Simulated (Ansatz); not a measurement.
Geometry optimisation, DFT PBE, scalar-relativistic, plane waves, PAW (Ansatz 0.2.0).

input.yaml

```yaml
crystal:
  lattice:
    - [0.0, 5.011, 5.011]
    - [5.011, 0.0, 5.011]
    - [5.011, 5.011, 0.0]
  atoms:
    - { symbol: Ce, position: [0.0, 0.0, 0.0] }
    - { symbol: "N", position: [0.25, 0.25, 0.25] }
    - { symbol: Ce, position: [0.0, 0.0, 0.5] }
    - { symbol: "N", position: [0.25, 0.25, 0.75] }
    - { symbol: Ce, position: [0.0, 0.5, 0.0] }
    - { symbol: "N", position: [0.25, 0.75, 0.25] }
    - { symbol: Ce, position: [0.0, 0.5, 0.5] }
    - { symbol: "N", position: [0.25, 0.75, 0.75] }
    - { symbol: Ce, position: [0.5, 0.0, 0.0] }
    - { symbol: "N", position: [0.75, 0.25, 0.25] }
    - { symbol: Ce, position: [0.5, 0.0, 0.5] }
    - { symbol: "N", position: [0.75, 0.25, 0.75] }
    - { symbol: Ce, position: [0.5, 0.5, 0.0] }
    - { symbol: "N", position: [0.75, 0.75, 0.25] }
    - { symbol: Ce, position: [0.5, 0.5, 0.5] }
    - { symbol: "N", position: [0.75, 0.75, 0.75] }
    - { symbol: C, position: [0.6165818, 0.1200904, 0.627629] }
basis:
  ecutwfc: 420.0
kpoints:
  mp_grid: { grid: [2, 2, 2] }
hamiltonian:
  xc: pbe
scf:
  occupations: { method: fermi_dirac, width: 0.05 }
  lower_state_search: "off"
relax:
  f_tol: 0.08
  max_steps: 25
  adjacent_minimum: "off"
```

Run as:

```bash
$ ansatz run input.yaml --threads 1 --pin off --max-ram 3072MiB --backend cpu --events-out ev --progress --plain --runs-dir out
```

Where does it end, and by what steps?

The forces met the threshold. The threshold is loose, so the end isn't yet a minimum. The force dipped under the threshold on the way, but the program's further checks kept it going. Limits of this set-up: coarse k mesh, magnetic elements without spin. After 5 steps the energy has fallen by 1.346 eV; N4 moved furthest, 0.27 Å.

```tsv
step	energy less start (eV)	largest force component (eV/Å)	accepted
0	0.0000	1.453	yes
1	-1.1411	0.511	yes
2	-0.8618	1.368	no
3	-1.3304	0.244	yes
4	-1.3461	0.016	yes
5	-1.3461	0.016	yes
```

```xyz
17
Lattice="0.0000 5.0110 5.0110 5.0110 0.0000 5.0110 5.0110 5.0110 0.0000" Properties=species:S:1:pos:R:3
Ce 0.013 -0.015 0.010
N 2.509 2.499 2.506
Ce 2.498 2.511 0.004
N 5.163 4.857 2.349
Ce 2.491 -0.015 2.489
N 5.007 2.500 5.004
Ce 5.024 2.517 2.489
N 7.520 5.013 5.003
Ce 0.008 2.513 2.493
N 2.353 4.858 5.159
Ce 2.495 5.000 2.493
N 5.162 7.666 5.159
Ce 2.491 2.518 5.021
N 5.006 5.014 7.517
Ce 5.018 5.002 5.015
N 7.363 7.668 7.361
C 3.757 6.261 3.751
```

Whether the end is a true minimum wasn't checked by a vibrational analysis.

Run time: 48 s on 1 thread of Intel(R) Xeon(R) Platinum 8488C (Sapphire Rapids), with other jobs on the host, peak memory 0.75 GiB.
